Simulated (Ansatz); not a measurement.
# ScAl9: the cost of one run

Program: Ansatz 0.2.0. Level of theory: DFT PBE, scalar-relativistic, plane waves, PAW. These are calculated values, not measurements.

### Step 1. The structure to begin with

The cell holds 20 atoms (Al18Sc2): a = 7.447 Å, b = 6.678 Å, c = 7.103 Å, α = 91.08°, β = 90.86°, γ = 90.21°.

It is the last frame of an earlier stage of the same melt, run at 300 K.

As a file:

```
CELL_PARAMETERS angstrom
7.44691 -0.01340 -0.05434
-0.01340 6.67752 -0.06517
-0.05434 -0.06517 7.10224
ATOMIC_POSITIONS crystal
Al 0.53711 0.71869 0.53546
Al 0.27777 0.43280 0.40356
Al 0.51647 0.96470 0.96396
Al 0.52218 0.55600 0.12455
Al 0.25509 0.67515 0.85333
Al 0.79007 0.26307 0.04641
Al 0.77795 0.07486 0.64867
Al 0.29020 0.84926 0.27650
Al 0.00637 0.54734 0.15837
Al 0.25839 0.28563 0.02395
Al 0.00406 0.13996 0.33195
Al 0.54708 0.34612 0.76892
Al 0.00049 0.96414 0.92940
Al 0.75966 0.64899 0.82741
Al 0.01566 0.37719 0.77713
Al 0.77331 0.40871 0.41331
Al 0.76960 0.85141 0.20437
Al 0.53827 0.13959 0.30599
Sc 0.99345 0.74894 0.51681
Sc 0.25928 0.05020 0.65399
```

### Step 2. Relaxation without symmetry, coarse mesh

Cell and atoms move without symmetry, on a coarse mesh with loose thresholds.

Contents of input.yaml:

```yaml
crystal:
  lattice:
    - [7.446913, -0.0134, -0.054337]
    - [-0.0134, 6.677523, -0.065169]
    - [-0.054337, -0.065169, 7.102243]
  atoms:
    - { symbol: Al, position: [0.5371074685, 0.7186868048, 0.5354634684] }
    - { symbol: Al, position: [0.2777700928, 0.4328030414, 0.4035641126] }
    - { symbol: Al, position: [0.516471012, 0.9646964862, 0.9639553401] }
    - { symbol: Al, position: [0.5221772123, 0.5560023359, 0.1245463062] }
    - { symbol: Al, position: [0.2550854704, 0.6751501322, 0.8533292565] }
    - { symbol: Al, position: [0.7900678437, 0.2630662186, 0.0464105681] }
    - { symbol: Al, position: [0.7779484935, 0.0748628713, 0.648668073] }
    - { symbol: Al, position: [0.2901972851, 0.8492621518, 0.2764997788] }
    - { symbol: Al, position: [0.0063658359, 0.5473354896, 0.1583702102] }
    - { symbol: Al, position: [0.2583905733, 0.2856319398, 0.0239494214] }
    - { symbol: Al, position: [0.004060178, 0.1399578373, 0.3319464345] }
    - { symbol: Al, position: [0.5470780727, 0.3461156836, 0.7689243991] }
    - { symbol: Al, position: [0.0004884991, 0.9641401499, 0.9293954896] }
    - { symbol: Al, position: [0.7596631669, 0.648993337, 0.8274102727] }
    - { symbol: Al, position: [0.0156620901, 0.3771947574, 0.7771279074] }
    - { symbol: Al, position: [0.7733112608, 0.4087146112, 0.4133098225] }
    - { symbol: Al, position: [0.7695951095, 0.8514083369, 0.2043664754] }
    - { symbol: Al, position: [0.5382656156, 0.1395850932, 0.3059908906] }
    - { symbol: Sc, position: [0.9934458269, 0.7489418773, 0.516806742] }
    - { symbol: Sc, position: [0.2592760595, 0.0502012893, 0.6539878196] }
  symmetry: { detect: false }
basis:
  ecutwfc: 420
kpoints:
  mp_grid: { grid: [2, 2, 2], shift: [0.5, 0.5, 0.5] }
hamiltonian:
  xc: pbe
scf:
  occupations: { method: gaussian, width: 0.1 }
  lower_state_search: "off"
output:
  forces: true
  stress: true
  eigenvalues: true
relax:
  adjacent_minimum: "off"
  f_tol: 0.04
  max_steps: 70
  cell: { stress_tol: 0.3 }
```

Started as:

```sh
$ ansatz run input.yaml --threads 2 --pin off --max-ram 5120MiB --backend cpu --events-out ev --progress --plain --runs-dir out
```

Q: Estimate wall time and peak memory on 2 threads of Intel Xeon at 2.50GHz (Skylake/Cascade Lake), shared host.

About 2.7 min, with a peak of 0.6 GiB.
